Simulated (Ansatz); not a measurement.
# SiH₃O₄−: a ladder of functionals and wavefunction methods

One table from this session's results is given with a row withheld; the runs are named, their logs left out.

Method: functionals in def2-TZVPPD, the program's frozen cores in correlated methods; program: Ansatz 0.2.0, Gaussian basis.

The runs, in order: LDA (SPW92), PBE-D4, revPBE-D4, BLYP-D4, r2SCAN-D4, B97M-V, PBE0-D4, B3LYP-D4, r2SCANh-D4, r2SCAN0-D4, HSE06-D4, BHLYP-D4, CAM-B3LYP-D4, LC-ωPBE, ωB97X-V, ωB97M-V, B2PLYP, PBE-QIDH; CCSD(T)/def2-SVPD; CCSD(T)/def2-TZVPPD; CCSD(T)/def2-QZVPPD; extrapolation to the limit; RPA on PBE.

### Structure used throughout

All runs share one geometry, relaxed beforehand with PBE0-D4 in a triple-zeta def2 set.

SMILES `[O-][Si](O)(O)O`, 8 atoms, charge -1, spin multiplicity 1.

Atoms are counted from 1 here; the program's logs count them from 0.

Bond lengths: O1–Si2 1.558 Å, Si2–O3 1.684 Å, Si2–O4 1.684 Å, Si2–O5 1.684 Å, O3–H6 0.959 Å, O4–H7 0.959 Å, O5–H8 0.959 Å. Angles: O1–Si2–O3 115.2°, O1–Si2–O4 115.2°, O1–Si2–O5 115.2°, O3–Si2–O4 103.2°, O3–Si2–O5 103.2°, O4–Si2–O5 103.2°, Si2–O3–H6 107.0°, Si2–O4–H7 107.0°, Si2–O5–H8 107.0°.

The first run:

File in.yaml:

```yaml
crystal:
  periodic: [false, false, false]
  atoms:
    - {symbol: O, position_ang: [-1.413526, 0.197759, 0.825050]}
    - {symbol: Si, position_ang: [-0.077975, 0.010881, 0.045630]}
    - {symbol: O, position_ang: [1.319282, 0.127537, 0.978782]}
    - {symbol: O, position_ang: [0.191906, 1.122101, -1.190952]}
    - {symbol: O, position_ang: [0.099014, -1.475058, -0.727304]}
    - {symbol: H, position_ang: [1.074096, 0.563758, 1.796605]}
    - {symbol: H, position_ang: [-0.653713, 1.525839, -1.393852]}
    - {symbol: H, position_ang: [-0.539094, -2.072826, -0.333940]}
basis:
  gaussian: {orbitals: "def2-TZVPPD.json"}
total_charge: -1
hamiltonian: {xc: lda}
output: {orbitals: {seedname: orbitals}}
```

Launch:

```console
ansatz run in.yaml --threads 2 --pin off --events-out ev --progress --plain --max-ram 32768MiB --backend cpu
```

Steps of the session up to this table: LDA; PBE-D4 (GGA); revPBE-D4 (GGA); BLYP-D4 (GGA); r2SCAN-D4 (meta-GGA); B97M-V (meta-GGA); PBE0-D4 (hybrid); B3LYP-D4 (hybrid); r2SCANh-D4 (hybrid); r2SCAN0-D4 (hybrid); HSE06-D4 (hybrid); BHLYP-D4 (hybrid); CAM-B3LYP-D4 (range-separated); LC-ωPBE (range-separated); ωB97X-V (range-separated); ωB97M-V (range-separated); B2PLYP (double hybrid); PBE-QIDH (double hybrid).

One table of the session follows, with a row left open; its other results are not shown here.

It belongs to the step «Orbital energies across the functionals». Levels are read from the orbital files that the runs wrote:

| functional | HOMO (eV) | LUMO (eV) | gap (eV) |
| --- | --- | --- | --- |
| LDA (SPW92) | -0.74 | 2.98 | 3.73 |
| PBE-D4 | -0.49 | 3.01 | 3.50 |
| revPBE-D4 | -0.40 | 2.98 | 3.38 |
| BLYP-D4 | -0.41 | 2.99 | 3.40 |
| r2SCAN-D4 | -0.72 | 3.57 | 4.28 |
| B97M-V | -0.78 | 3.09 | 3.88 |
| PBE0-D4 | ? | ? | ? |
| B3LYP-D4 | -1.73 | 3.31 | 5.04 |
| r2SCANh-D4 | -1.29 | 3.71 | 4.99 |
| r2SCAN0-D4 | -2.16 | 3.90 | 6.05 |
| HSE06-D4 | -1.54 | 3.28 | 4.82 |
| BHLYP-D4 | -3.42 | 3.89 | 7.32 |
| CAM-B3LYP-D4 | -3.48 | 3.99 | 7.46 |
| LC-ωPBE | -4.82 | 4.71 | 9.54 |
| ωB97X-V | -4.47 | 4.70 | 9.17 |
| ωB97M-V | -4.44 | 4.08 | 8.52 |

Q: Estimate the row for PBE0-D4 from the others.

**Answer.** HOMO (eV): -1.96; LUMO (eV): 3.56; gap (eV): 5.52. In the column «HOMO (eV)» it lies between r2SCAN0-D4 (-2.16) and B3LYP-D4 (-1.73).
